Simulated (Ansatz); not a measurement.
# C2H7BOS: the cost of one run

Method: RKS B3LYP-D4/def2-SVP, in Ansatz 0.2.0.

## 1. The system as given

Bond lengths: C1–O2 1.391 Å, O2–B3 1.453 Å, B3–C4 1.678 Å, C4–S5 1.761 Å, C1–H6 1.104 Å, C1–H7 1.087 Å, C1–H8 1.160 Å, B3–H9 1.125 Å, C4–H10 1.072 Å, C4–H11 1.166 Å, S5–H12 1.380 Å. Angles (14 of 17 angles, heavy atoms first): C1–O2–B3 105.8°, O2–B3–C4 120.1°, B3–C4–S5 110.1°, O2–C1–H6 112.4°, O2–C1–H7 114.0°, O2–C1–H8 103.8°, O2–B3–H9 122.6°, C4–B3–H9 117.1°, B3–C4–H10 108.9°, B3–C4–H11 103.8°, S5–C4–H10 114.4°, S5–C4–H11 111.2°, C4–S5–H12 94.2°, H6–C1–H7 115.1°.

Structure file:

```xyz
12

C    -1.8893    0.2926    0.2910
O    -0.8551    0.8379   -0.4620
B     0.0732   -0.2528   -0.7076
C     1.3919   -0.4811    0.3050
S     2.3695    0.9826    0.3631
H    -2.4771   -0.4499   -0.2763
H    -1.5920   -0.0201    1.2886
H    -2.6225    1.1797    0.4363
H     0.0001   -0.9186   -1.6110
H     1.9241   -1.3561   -0.0107
H     0.9094   -0.7069    1.3424
H     2.8449    0.8376   -0.9248
```

## 2. End point A

Input file input.yaml:

```yaml
crystal:
  periodic: [false, false, false]
  atoms:
    - { symbol: C, position_ang: [-1.8893, 0.2926, 0.291] }
    - { symbol: O, position_ang: [-0.8551, 0.8379, -0.462] }
    - { symbol: B, position_ang: [0.0732, -0.2528, -0.7076] }
    - { symbol: C, position_ang: [1.3919, -0.4811, 0.305] }
    - { symbol: S, position_ang: [2.3695, 0.9826, 0.3631] }
    - { symbol: H, position_ang: [-2.4771, -0.4499, -0.2763] }
    - { symbol: H, position_ang: [-1.592, -0.0201, 1.2886] }
    - { symbol: H, position_ang: [-2.6225, 1.1797, 0.4363] }
    - { symbol: H, position_ang: [0.0001, -0.9186, -1.611] }
    - { symbol: H, position_ang: [1.9241, -1.3561, -0.0107] }
    - { symbol: H, position_ang: [0.9094, -0.7069, 1.3424] }
    - { symbol: H, position_ang: [2.8449, 0.8376, -0.9248] }
basis:
  gaussian: { orbitals: def2-SVP }
hamiltonian:
  xc: b3lyp
  dispersion: d4
relax:
  f_tol: 0.02
  max_steps: 50
```

Started as:

```
ansatz run input.yaml --threads 2 --pin off --max-ram 3072MiB --backend cpu --events-out ev --progress --plain --runs-dir out
```

Q: Estimate wall time and peak memory on 2 threads of AMD EPYC 9R45 (Zen 5), shared host.

About 17 s, with a peak of 0.26 GiB.
